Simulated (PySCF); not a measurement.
# GeH₅O−, cut into parts across a bond: interaction energy

An exercise on one series of results from a longer session: the logs are not shown, and one member is left open.

Programs: PySCF 2.14.0. All values are calculated, for the isolated system unless a continuum is named. Atoms count from 0, parts from 1.

### Starting point

7 atoms, charge -1, multiplicity 1; geometry: GFN1-xTB. Parts: 1 = atoms 0–5, `[OH][GeH3]`, charge 0; 2 = atom 6, `[H-]`, charge -1. In the given geometry H6 is bonded to Ge1 (1.52 Å), so values for the parts refer to these atom groups.

Set-up of the first run:

Job settings and geometry (Å):

```
{"job": {"xc": "PBE0", "basis": "def2-SVPD", "d3": "d3bj", "grid": 2, "kind": "geom", "shake": 0.01}, "charge": -1, "multiplicity": 1, "parts": [{"atoms": "0-5", "charge": 0, "multiplicity": 1}, {"atoms": "6-6", "charge": -1, "multiplicity": 1}]}
O     -1.172288     0.428640     0.000784
Ge     1.184299    -0.296275    -0.052167
H     -2.124359     0.737301     0.004005
H      0.508899    -1.488671     0.375488
H      0.941577     0.107294    -1.441662
H      1.200942     0.804986     0.917220
H      2.639152    -0.746023    -0.078133
```

Command:

```
$ OMP_NUM_THREADS=1 python cluster_run.py task.json out
```

This one command runs all jobs of the session in turn.

Steps of the session up to this table: Geometry optimisation at PBE0-D3(BJ)/def2-SVPD; Coupled-cluster interaction energy: CCSD(T) and MP2.

One table of the session follows, with a row left open; its other results are not shown here.

It belongs to the step «Coupled-cluster interaction energy: CCSD(T) and MP2». 

```
                 method  interaction energy (kcal/mol)
         HF/aug-cc-pVDZ                         -63.70
        MP2/aug-cc-pVDZ                              ?
       CCSD/aug-cc-pVDZ                         -62.94
    CCSD(T)/aug-cc-pVDZ                         -63.36
         HF/aug-cc-pVTZ                         -64.47
        MP2/aug-cc-pVTZ                         -69.62
    SCS-MP2/aug-cc-pVTZ                         -67.32
      MP2, extrapolated                         -70.39
CCSD(T), limit estimate                         -66.72
```

Q: Estimate the row for MP2/aug-cc-pVDZ from the others.

The run gave: interaction energy (kcal/mol): -67.03. In the column «interaction energy (kcal/mol)» it lies between SCS-MP2/aug-cc-pVTZ (-67.32) and CCSD(T), limit estimate (-66.72).

At this geometry H6 is bonded to Ge1 (1.67 Å), so this energy is mostly that of cutting a chemical bond between strained fragments, not an intermolecular interaction.

To keep in mind: The interaction energy leaves out the deformation of the parts, 34.05 kcal/mol at MP2. So large a deformation means that a part is far from its own minimum, so a sum across the two methods would be rough.
